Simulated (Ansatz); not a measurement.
# RPA@PBE/6-31G run of SiH4 (SMILES [H][Si]([H])([H])[H])

What is the electronic atomisation energy of SiH4 at RPA@PBE/6-31G? 

The results are computed with Ansatz 0.2.0.

51 further runs of the same task are left out: 51 set aside as unsound or not needed.

## 1. The system as given

SiH4 has 5 atoms, charge 0, and is taken as a singlet. SMILES: `[H][Si]([H])([H])[H]`. The coordinates come from a GFN2-xTB relaxation.

Bond lengths: Si1–H2 1.461 Å, Si1–H3 1.461 Å, Si1–H4 1.461 Å, Si1–H5 1.461 Å. Angles: H2–Si1–H3 109.5°, H2–Si1–H4 109.5°, H2–Si1–H5 109.5°, H3–Si1–H4 109.5°, H3–Si1–H5 109.5°, H4–Si1–H5 109.5°.

## 2. A single-point energy at RPA@PBE/6-31G

File input.yaml:

```yaml
basis:
  gaussian: {orbitals: 6-31G}
crystal:
  periodic: [false, false, false]
  atoms:
    - {symbol: Si, position_ang: [0.000060, -0.000040, 0.000090]}
    - {symbol: H, position_ang: [0.011300, -0.019430, 1.460880]}
    - {symbol: H, position_ang: [1.373450, 0.011260, -0.497760]}
    - {symbol: H, position_ang: [-0.696580, 1.196700, -0.465720]}
    - {symbol: H, position_ang: [-0.688230, -1.188490, -0.497490]}
hamiltonian: {xc: pbe}
correlation: {method: rpa, frozen_orbitals: {H: 0, Si: 5}}
accuracy: high
```

Run with:

```console
$ ansatz run input.yaml --threads 1 --pin off --max-ram 2610MiB --events-out events.jsonl --progress --plain --runs-dir runs
```

Log:

```text
Warning: RAYON_NUM_THREADS=1 ignored (pool sized by the plan → 1); use --threads N
Functional definition: PBE
  name "PBE"
  parameter kappa = 0.804
  parameter beta = 0.06672455060314922
  exchange = pbe_x(kappa = kappa, mu = beta*pi^2/3)
  correlation = pbe_c(beta = beta)
483 factors; integrals over basis functions are off by at most 3.5e-9 eV
mean field evaluation 1: about -7936.0728 eV, gradient 9.1e0 eV
mean field evaluation 2: about -7936.0659 eV, gradient 9.2e0 eV
mean field evaluation 4: about -7936.4608 eV, gradient 1.1e0 eV
mean field evaluation 8: about -7936.4650 eV, gradient 5.4e-5 eV
mean field -7936.46502373 eV, -291.6597100928 hartree, gradient 1.8e-8 eV, S^2 0.000000; 0 other end points of the search recorded, 0 dependent functions left out
5 core orbitals not correlated: weight in the atoms' cores, before any rotation towards them, 1.000 or more for the frozen orbitals, at most 0.000 for the correlated occupied ones
reference -7922.96945417 eV, -291.1637570590 hartree; 4, 4 occupied and 12, 12 virtual orbitals, 483 factors
Total energy: -7926.80256379 eV, -291.3046212394 hartree
```

Run time: 0.86 s. Hardware: 1 thread of Intel Xeon Platinum 8488C (Sapphire Rapids), shared host.

## 3. The H atom, same level

File run.yaml:

```yaml
basis:
  gaussian:
    orbitals: 6-31G
crystal:
  periodic: [false, false, false]
  atoms:
    - {symbol: H, position_ang: [0.000000, 0.000000, 0.000000]}
magnetization:
  spin_polarized: true
  initial_magnetization: 1
hamiltonian:
  xc: {name: PBE}
correlation:
  method: rpa
  frozen_orbitals: {H: 0}
accuracy: high
```

Run with:

```console
$ ansatz run run.yaml --threads 1 --pin off --max-ram 2610MiB --events-out events.jsonl --progress --plain --runs-dir runs
```

Log (excerpt; [...] marks lines left out):

```text
Warning: RAYON_NUM_THREADS=1 ignored (pool sized by the plan → 1); use --threads N
[... 6 set-up lines as earlier in the session ...]
3 factors; integrals over basis functions are off by at most 5.4e-10 eV
mean field evaluation 1: about -13.5364 eV, gradient 1.8e-1 eV
mean field evaluation 2: about -13.5355 eV, gradient 2.0e-1 eV
mean field evaluation 4: about -13.5358 eV, gradient 1.1e-6 eV
mean field evaluation 8: about -13.5358 eV, gradient 8.6e-10 eV
mean field -13.53580263 eV, -0.4974315718 hartree, gradient 4.3e-9 eV, S^2 0.750000; 0 other end points of the search recorded, 0 dependent functions left out
reference -13.55739893 eV, -0.4982252211 hartree; 1, 0 occupied and 1, 2 virtual orbitals, 3 factors
Total energy: -13.71103278 eV, -0.5038711609 hartree
```

Run time: 0.08 s. Hardware: 1 thread of Intel Xeon Platinum 8488C (Sapphire Rapids), shared host.

## 4. The Si atom

File molecule.yaml:

```yaml
crystal:
  periodic: [false, false, false]
  atoms:
    - {symbol: Si, position_ang: [0.000000, 0.000000, 0.000000]}
basis:
  gaussian:
    orbitals: 6-31G
magnetization:
  spin_polarized: true
  initial_magnetization: 2
hamiltonian:
  xc: pbe
correlation:
  method: rpa
  frozen_orbitals: {Si: 5}
accuracy: high
```

Run the same way, it converges to -288.88524 Eh (log not shown).

## 5. Outcome

Level: RPA@PBE/6-31G, 5 core orbitals frozen.

| quantity | value |
| --- | --- |
| molecule: total energy | -291.30462 Eh |
| molecule: RPA correlation energy (valence) | -140.9 mEh |
| H atom: total energy | -0.50387 Eh |
| H atom: RPA correlation energy | -5.6 mEh |
| H atom: ⟨S²⟩ of the reference determinant | 0.750 |
| Si atom: total energy | -288.88524 Eh |
| Si atom: RPA correlation energy (valence) | -59.4 mEh |
| Si atom: ⟨S²⟩ of the reference determinant | 2.000 |
| electronic atomisation energy | 10.990 eV |

**Reading.** Taking the molecule apart into free atoms costs 10.99 eV (1060 kJ/mol), before zero-point energy and without spin-orbit coupling. The basis has no polarisation functions, which makes bonds too weak.
